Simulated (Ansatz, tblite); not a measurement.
# Si17H24 off sphere (Si17H22O): charged states by level of theory, part 2 of 3

What does removing or adding an electron cost or gain for Si17H24 off sphere (Si17H22O)? Each charged state is run at several levels.

Ansatz 0.2.0, Gaussian basis; as each input shows. The steps go on from the part before.

## Step 10: Relaxing the charge -1 doublet

File in.yaml:

```yaml
crystal:
  periodic: [false, false, false]
  atoms:
    - {symbol: Si, position_ang: [-1.837580, -2.758608, 2.868742]}
    - {symbol: Si, position_ang: [1.241285, -2.890451, -0.254454]}
    - {symbol: Si, position_ang: [-1.661769, 2.599434, -2.785018]}
    - {symbol: Si, position_ang: [1.128262, -0.145216, -2.818309]}
    - {symbol: Si, position_ang: [-1.594511, -0.198357, -0.099917]}
    - {symbol: Si, position_ang: [1.102645, -0.208334, 2.615743]}
    - {symbol: Si, position_ang: [1.066922, 2.564025, -0.070495]}
    - {symbol: Si, position_ang: [3.818827, -0.118429, -0.059184]}
    - {symbol: Si, position_ang: [-3.006134, -1.483964, 1.273942]}
    - {symbol: Si, position_ang: [-2.963706, 1.174463, -1.430538]}
    - {symbol: Si, position_ang: [-0.235397, -1.529210, -1.478630]}
    - {symbol: Si, position_ang: [-0.273830, -1.460634, 4.052535]}
    - {symbol: Si, position_ang: [2.464200, -1.543416, 1.237367]}
    - {symbol: Si, position_ang: [-0.261501, 1.245828, -4.119950]}
    - {symbol: Si, position_ang: [-0.304343, 3.937294, -1.397717]}
    - {symbol: Si, position_ang: [2.447889, 1.223828, -1.423766]}
    - {symbol: Si, position_ang: [-0.256079, 1.161842, 1.271432]}
    - {symbol: O, position_ang: [-0.262014, 1.272811, -5.669805]}
    - {symbol: H, position_ang: [-2.819860, -3.344818, 3.837294]}
    - {symbol: H, position_ang: [-1.134907, -3.889070, 2.187082]}
    - {symbol: H, position_ang: [2.203388, -3.512160, -1.221578]}
    - {symbol: H, position_ang: [0.519134, -3.989344, 0.458208]}
    - {symbol: H, position_ang: [-2.523714, 3.445321, -3.671268]}
    - {symbol: H, position_ang: [1.999326, -0.980453, -3.706069]}
    - {symbol: H, position_ang: [2.008300, 0.662452, 3.438937]}
    - {symbol: H, position_ang: [1.941208, 3.415831, 0.803378]}
    - {symbol: H, position_ang: [4.737952, -0.931183, -0.919318]}
    - {symbol: H, position_ang: [4.646596, 0.756770, 0.831993]}
    - {symbol: H, position_ang: [-3.860815, -2.376677, 0.426870]}
    - {symbol: H, position_ang: [-3.905340, -0.527207, 1.997437]}
    - {symbol: H, position_ang: [-3.841404, 0.324526, -2.297404]}
    - {symbol: H, position_ang: [-3.839504, 2.000929, -0.537925]}
    - {symbol: H, position_ang: [-1.107772, -2.361429, -2.371846]}
    - {symbol: H, position_ang: [0.556396, -2.347288, 4.929641]}
    - {symbol: H, position_ang: [-1.020564, -0.500833, 4.928800]}
    - {symbol: H, position_ang: [3.333465, -2.412830, 2.098555]}
    - {symbol: H, position_ang: [0.539846, 4.837186, -2.246845]}
    - {symbol: H, position_ang: [-1.175611, 4.787403, -0.523530]}
    - {symbol: H, position_ang: [3.291149, 2.110432, -2.292914]}
    - {symbol: H, position_ang: [-1.160446, 1.989558, 2.138527]}
basis:
  gaussian: {orbitals: def2-SVP, fitting: {mean_field: def2-universal-jkfit}}
total_charge: -1
magnetization: {spin_polarized: true, initial_magnetization: 1}
hamiltonian: {xc: r2scan, dispersion: d4}
scf: {lower_state_search: "off"}
output: {orbitals: {seedname: orbitals}}
relax: {f_tol: 0.03, max_steps: 70}
```

The run is started by

```sh
$ ansatz run in.yaml --threads 2 --pin off --events-out ev --progress --plain --max-ram 32768MiB --backend cuda --devices 0, --max-vram 18GiB
```

Output:

```text
Functional definition: r2SCAN
  name "r2SCAN"
  cite "Furness, Kaplan, Ning, Perdew & Sun, J. Phys. Chem. Lett. 11, 8208 (2020) doi:10.1021/acs.jpclett.0c02405"
  cite "Furness, Kaplan, Ning, Perdew & Sun, J. Phys. Chem. Lett. 11, 9248 (2020) doi:10.1021/acs.jpclett.0c03077"
  parent r2scan
  parameter k0 = 0.174
  parameter k1 = 0.065
  parameter a1 = 4.9479
  exchange = r2scan_x(k0 = k0, k1 = k1, a1 = a1)
  correlation = r2scan_c
these checks for a lower state are left out or cut short: stability, starts, cluster_reference, orbital_swaps, neighbouring_geometries, increment
2649 factors; integrals over basis functions are off by at most 3.2e-1 eV
mean field evaluation 1: about -136264.2619 eV, gradient 4.7e1 eV
mean field evaluation 2: about -135917.7305 eV, gradient 1.5e2 eV
mean field evaluation 4: about -136265.6766 eV, gradient 3.4e1 eV
mean field evaluation 8: about -136275.4044 eV, gradient 1.8e0 eV
mean field evaluation 16: about -136275.4006 eV, gradient 8.2e-3 eV
mean field -136275.40059278 eV, -5008.0286010003 hartree, gradient 7.7e-6 eV, S^2 0.755387; 0 other end points of the search recorded, 0 dependent functions left out
the calculation of the forces begins
reference -136275.40061885 eV, -5008.0286019586 hartree; 135, 134 occupied and 295, 296 virtual orbitals, 2649 factors
relax step   1: F+E_penalty+E_count = -136276.20696730 eV  Δ(F+E_penalty+E_count) = +0.000e0 eV  max|allowed force component| = 1.299e0 eV/Å  Δτ_max = 0.0000 Å  (27 SCF iters, accepted)
these checks for a lower state are left out or cut short: stability, starts, cluster_reference, orbital_swaps, neighbouring_geometries, increment
2649 factors; integrals over basis functions are off by at most 3.2e-1 eV
mean field evaluation 32: about -136275.2932 eV, gradient 1.0e1 eV
mean field -136275.52052141 eV, -5008.0330082964 hartree, gradient 1.8e-6 eV, S^2 0.755453; 0 other end points of the search recorded, 0 dependent functions left out
the calculation of the forces begins
reference -136275.52054755 eV, -5008.0330092569 hartree; 135, 134 occupied and 295, 296 virtual orbitals, 2649 factors
relax step   2: F+E_penalty+E_count = -136276.32457808 eV  Δ(F+E_penalty+E_count) = -1.176e-1 eV  max|allowed force component| = 7.860e-1 eV/Å  Δτ_max = 0.1943 Å  (34 SCF iters, accepted)
these checks for a lower state are left out or cut short: stability, starts, cluster_reference, orbital_swaps, neighbouring_geometries, increment
2649 factors; integrals over basis functions are off by at most 3.2e-1 eV
mean field -136275.63610255 eV, -5008.0372558250 hartree, gradient 5.7e-6 eV, S^2 0.755849; 0 other end points of the search recorded, 0 dependent functions left out
the calculation of the forces begins
reference -136275.63612877 eV, -5008.0372567884 hartree; 135, 134 occupied and 295, 296 virtual orbitals, 2649 factors
relax step   3: F+E_penalty+E_count = -136276.44053829 eV  Δ(F+E_penalty+E_count) = -1.160e-1 eV  max|allowed force component| = 4.670e-1 eV/Å  Δτ_max = 0.1944 Å  (28 SCF iters, accepted)
these checks for a lower state are left out or cut short: stability, starts, cluster_reference, orbital_swaps, neighbouring_geometries, increment
2649 factors; integrals over basis functions are off by at most 3.2e-1 eV
mean field -136275.70446522 eV, -5008.0397681066 hartree, gradient 4.2e-6 eV, S^2 0.756765; 0 other end points of the search recorded, 0 dependent functions left out
the calculation of the forces begins
reference -136275.70449146 eV, -5008.0397690711 hartree; 135, 134 occupied and 295, 296 virtual orbitals, 2649 factors
relax step   4: F+E_penalty+E_count = -136276.50906324 eV  Δ(F+E_penalty+E_count) = -6.852e-2 eV  max|allowed force component| = 2.167e0 eV/Å  Δτ_max = 0.1980 Å  (29 SCF iters, accepted)
these checks for a lower state are left out or cut short: stability, starts, cluster_reference, orbital_swaps, neighbouring_geometries, increment
2649 factors; integrals over basis functions are off by at most 3.2e-1 eV
mean field evaluation 64: about -136275.7845 eV, gradient 9.8e-3 eV
mean field -136275.78453079 eV, -5008.0427104622 hartree, gradient 2.2e-6 eV, S^2 0.757238; 0 other end points of the search recorded, 0 dependent functions left out
the calculation of the forces begins
reference -136275.78455706 eV, -5008.0427114275 hartree; 135, 134 occupied and 295, 296 virtual orbitals, 2649 factors
relax step   5: F+E_penalty+E_count = -136276.58967555 eV  Δ(F+E_penalty+E_count) = -8.061e-2 eV  max|allowed force component| = 1.539e0 eV/Å  Δτ_max = 0.1951 Å  (28 SCF iters, accepted)
these checks for a lower state are left out or cut short: stability, starts, cluster_reference, orbital_swaps, neighbouring_geometries, increment
2649 factors; integrals over basis functions are off by at most 3.2e-1 eV
mean field -136275.83361256 eV, -5008.0445141838 hartree, gradient 2.2e-6 eV, S^2 0.757241; 0 other end points of the search recorded, 0 dependent functions left out
the calculation of the forces begins
reference -136275.83363888 eV, -5008.0445151510 hartree; 135, 134 occupied and 295, 296 virtual orbitals, 2649 factors
relax step   6: F+E_penalty+E_count = -136276.63866189 eV  Δ(F+E_penalty+E_count) = -4.899e-2 eV  max|allowed force component| = 1.735e-1 eV/Å  Δτ_max = 0.0962 Å  (28 SCF iters, accepted)
these checks for a lower state are left out or cut short: stability, starts, cluster_reference, orbital_swaps, neighbouring_geometries, increment
2649 factors; integrals over basis functions are off by at most 3.2e-1 eV
mean field -136275.82038604 eV, -5008.0440281185 hartree, gradient 3.6e-6 eV, S^2 0.757036; 0 other end points of the search recorded, 0 dependent functions left out
the calculation of the forces begins
reference -136275.82041240 eV, -5008.0440290868 hartree; 135, 134 occupied and 295, 296 virtual orbitals, 2649 factors
relax step   7: F+E_penalty+E_count = -136276.62489647 eV  Δ(F+E_penalty+E_count) = +1.377e-2 eV  max|allowed force component| = 2.000e-1 eV/Å  Δτ_max = 0.0856 Å  (24 SCF iters, rejected (line search))
these checks for a lower state are left out or cut short: stability, starts, cluster_reference, orbital_swaps, neighbouring_geometries, increment
2649 factors; integrals over basis functions are off by at most 3.2e-1 eV
mean field -136275.83974506 eV, -5008.0447395491 hartree, gradient 2.8e-6 eV, S^2 0.757166; 0 other end points of the search recorded, 0 dependent functions left out
the calculation of the forces begins
reference -136275.83977141 eV, -5008.0447405174 hartree; 135, 134 occupied and 295, 296 virtual orbitals, 2649 factors
relax step   8: F+E_penalty+E_count = -136276.64468883 eV  Δ(F+E_penalty+E_count) = -6.027e-3 eV  max|allowed force component| = 3.223e-2 eV/Å  Δτ_max = 0.0421 Å  (24 SCF iters, accepted)
these checks for a lower state are left out or cut short: stability, starts, cluster_reference, orbital_swaps, neighbouring_geometries, increment
2649 factors; integrals over basis functions are off by at most 3.2e-1 eV
mean field evaluation 96: about -136275.8407 eV, gradient 6.4e-5 eV
mean field -136275.84066847 eV, -5008.0447734839 hartree, gradient 1.9e-6 eV, S^2 0.757163; 0 other end points of the search recorded, 0 dependent functions left out
the calculation of the forces begins
reference -136275.84069483 eV, -5008.0447744526 hartree; 135, 134 occupied and 295, 296 virtual orbitals, 2649 factors
relax step   9: F+E_penalty+E_count = -136276.64561920 eV  Δ(F+E_penalty+E_count) = -9.304e-4 eV  max|allowed force component| = 3.377e-2 eV/Å  Δτ_max = 0.0294 Å  (25 SCF iters, accepted)
these checks for a lower state are left out or cut short: stability, starts, cluster_reference, orbital_swaps, neighbouring_geometries, increment
2649 factors; integrals over basis functions are off by at most 3.2e-1 eV
mean field -136275.84151917 eV, -5008.0448047465 hartree, gradient 2.4e-6 eV, S^2 0.757215; 0 other end points of the search recorded, 0 dependent functions left out
the calculation of the forces begins
reference -136275.84154554 eV, -5008.0448057157 hartree; 135, 134 occupied and 295, 296 virtual orbitals, 2649 factors
relax step  10: F+E_penalty+E_count = -136276.64665194 eV  Δ(F+E_penalty+E_count) = -1.033e-3 eV  max|allowed force component| = 1.456e-2 eV/Å  Δτ_max = 0.0739 Å  (24 SCF iters, accepted)
these checks for a lower state are left out or cut short: stability, starts, cluster_reference, orbital_swaps, neighbouring_geometries, increment
2649 factors; integrals over basis functions are off by at most 3.2e-1 eV
mean field -136275.84193534 eV, -5008.0448200405 hartree, gradient 1.9e-6 eV, S^2 0.757226; 0 other end points of the search recorded, 0 dependent functions left out
the calculation of the forces begins
reference -136275.84196172 eV, -5008.0448210098 hartree; 135, 134 occupied and 295, 296 virtual orbitals, 2649 factors
relax step  11: F+E_penalty+E_count = -136276.64719578 eV  Δ(F+E_penalty+E_count) = -5.438e-4 eV  max|allowed force component| = 6.370e-2 eV/Å  Δτ_max = 0.0384 Å  (25 SCF iters, accepted)
these checks for a lower state are left out or cut short: stability, starts, cluster_reference, orbital_swaps, neighbouring_geometries, increment
2649 factors; integrals over basis functions are off by at most 3.2e-1 eV
mean field -136275.84206782 eV, -5008.0448249089 hartree, gradient 2.1e-6 eV, S^2 0.757235; 0 other end points of the search recorded, 0 dependent functions left out
the calculation of the forces begins
reference -136275.84209420 eV, -5008.0448258785 hartree; 135, 134 occupied and 295, 296 virtual orbitals, 2649 factors
relax step  12: F+E_penalty+E_count = -136276.64761368 eV  Δ(F+E_penalty+E_count) = -4.179e-4 eV  max|allowed force component| = 1.201e-2 eV/Å  Δτ_max = 0.0532 Å  (24 SCF iters, accepted)
Total energy: -136276.64764007 eV, -5008.0744291430 hartree
Atom 0 at    -1.850823    -2.751542     2.824286 Å, force    -0.000739    -0.001353    -0.000184 eV/Å
Atom 1 at     1.227992    -2.878101    -0.249017 Å, force     0.001035     0.000009     0.004307 eV/Å
Atom 2 at    -1.534445     2.579993    -2.849781 Å, force    -0.008746     0.010854     0.007265 eV/Å
Atom 3 at     1.093149    -0.020544    -2.904946 Å, force     0.008783    -0.004919     0.003919 eV/Å
Atom 4 at    -1.559370    -0.175084    -0.159194 Å, force    -0.000863    -0.000585     0.002199 eV/Å
Atom 5 at     1.103310    -0.206430     2.607206 Å, force    -0.003061     0.000581    -0.000865 eV/Å
Atom 6 at     1.102042     2.589158    -0.047102 Å, force     0.000114    -0.002115    -0.004254 eV/Å
Atom 7 at     3.800796    -0.097234    -0.060400 Å, force     0.000480     0.005097    -0.003141 eV/Å
Atom 8 at    -2.973679    -1.446835     1.218286 Å, force    -0.000086     0.001077    -0.000518 eV/Å
Atom 9 at    -2.907603     1.235027    -1.485536 Å, force     0.001450     0.003748    -0.005725 eV/Å
Atom 10 at    -0.163804    -1.480488    -1.531635 Å, force    -0.001571     0.000198    -0.003168 eV/Å
Atom 11 at    -0.283558    -1.470718     4.022369 Å, force     0.001522     0.001064     0.000282 eV/Å
Atom 12 at     2.470530    -1.543749     1.237953 Å, force     0.004158    -0.000273    -0.002061 eV/Å
Atom 13 at    -0.167283     1.363154    -4.392297 Å, force     0.005055     0.001512     0.003630 eV/Å
Atom 14 at    -0.307468     3.932535    -1.363484 Å, force    -0.006257    -0.000229     0.003219 eV/Å
Atom 15 at     2.437579     1.241133    -1.435178 Å, force    -0.000048    -0.002311     0.003577 eV/Å
Atom 16 at    -0.244327     1.168256     1.255053 Å, force     0.001419     0.001713    -0.002751 eV/Å
Atom 17 at    -0.913031     0.655495    -5.587948 Å, force    -0.006463    -0.005157    -0.012012 eV/Å
Atom 18 at    -2.840906    -3.325555     3.799828 Å, force     0.000451     0.000942    -0.000440 eV/Å
Atom 19 at    -1.156482    -3.909736     2.178581 Å, force    -0.002152     0.000262    -0.000832 eV/Å
Atom 20 at     2.218745    -3.545561    -1.161195 Å, force     0.000373    -0.001085    -0.000807 eV/Å
Atom 21 at     0.538400    -3.981209     0.502349 Å, force     0.000362     0.001090     0.000110 eV/Å
Atom 22 at    -2.464652     3.519665    -3.575437 Å, force    -0.000588    -0.000359     0.003432 eV/Å
Atom 23 at     2.056611    -0.919725    -3.638580 Å, force     0.000822    -0.001309     0.004923 eV/Å
Atom 24 at     1.993660     0.641082     3.476078 Å, force    -0.000140    -0.001162    -0.001092 eV/Å
Atom 25 at     1.963806     3.409044     0.875751 Å, force    -0.001225     0.001859     0.002149 eV/Å
Atom 26 at     4.739271    -0.926808    -0.890725 Å, force    -0.000552     0.000205     0.000290 eV/Å
Atom 27 at     4.654426     0.737204     0.855089 Å, force     0.000970    -0.003503     0.001274 eV/Å
Atom 28 at    -3.862792    -2.344573     0.407319 Å, force     0.000018     0.000059    -0.000549 eV/Å
Atom 29 at    -3.871869    -0.516007     1.983316 Å, force    -0.000555    -0.000896    -0.000252 eV/Å
Atom 30 at    -3.784417     0.351162    -2.325554 Å, force    -0.000731     0.000379     0.002444 eV/Å
Atom 31 at    -3.826418     1.968963    -0.541128 Å, force     0.001124    -0.004096     0.000309 eV/Å
Atom 32 at    -1.054269    -2.346657    -2.377954 Å, force     0.001356     0.001982     0.000743 eV/Å
Atom 33 at     0.518094    -2.361785     4.928365 Å, force    -0.001142    -0.002306    -0.000852 eV/Å
Atom 34 at    -1.051066    -0.530429     4.908144 Å, force     0.001631     0.000318     0.000552 eV/Å
Atom 35 at     3.343592    -2.400427     2.114662 Å, force     0.000708     0.000053     0.001321 eV/Å
Atom 36 at     0.542654     4.923895    -2.107232 Å, force     0.001670     0.000385    -0.002846 eV/Å
Atom 37 at    -1.184797     4.736729    -0.441670 Å, force     0.003619     0.001501    -0.003603 eV/Å
Atom 38 at     3.346708     2.151486    -2.215910 Å, force    -0.001944    -0.001631     0.000065 eV/Å
Atom 39 at    -1.148314     1.975237     2.147268 Å, force    -0.000258    -0.001600    -0.000056 eV/Å
Dipole moment:     0.338722    -0.343611     1.921479 e Å
Checks for a lower state left out: stability, starts, cluster_reference, orbital_swaps, neighbouring_geometries, increment
```

Run time: 1.8 min. Hardware: 1 × H100 (card shared with other runs) with 2 threads of AMD EPYC 7R13, shared host.

The steps of the relaxation: (the energy doesn't fall at every step)

```tsv
step	energy from step 1 (eV)	largest force component (eV/Å)
1	0.0000	1.2994
2	-0.1176	0.7860
3	-0.2336	0.4670
4	-0.3021	2.1674
5	-0.3827	1.5389
6	-0.4317	0.1735
7	-0.4179	0.2000
8	-0.4377	0.0322
9	-0.4387	0.0338
10	-0.4397	0.0146
11	-0.4402	0.0637
12	-0.4406	0.0120
```

The force was under the threshold of 0.03 eV/Å already at step 10, but the program went on to step 12.

Close pairs (by a distance rule), those that changed most:

```tsv
bond	before (Å)	after (Å)	change (Å)
Si4–Si14	2.358	2.391	+0.033
Si3–Si14	2.361	2.394	+0.032
Si14–O18	1.550	1.577	+0.027
Si3–H23	1.498	1.508	+0.010
Si4–H24	1.498	1.508	+0.010
Si10–H32	1.499	1.508	+0.009
Si5–Si10	2.352	2.359	+0.008
Si15–H38	1.499	1.505	+0.007
```

(Continued in part 3 of 3.)
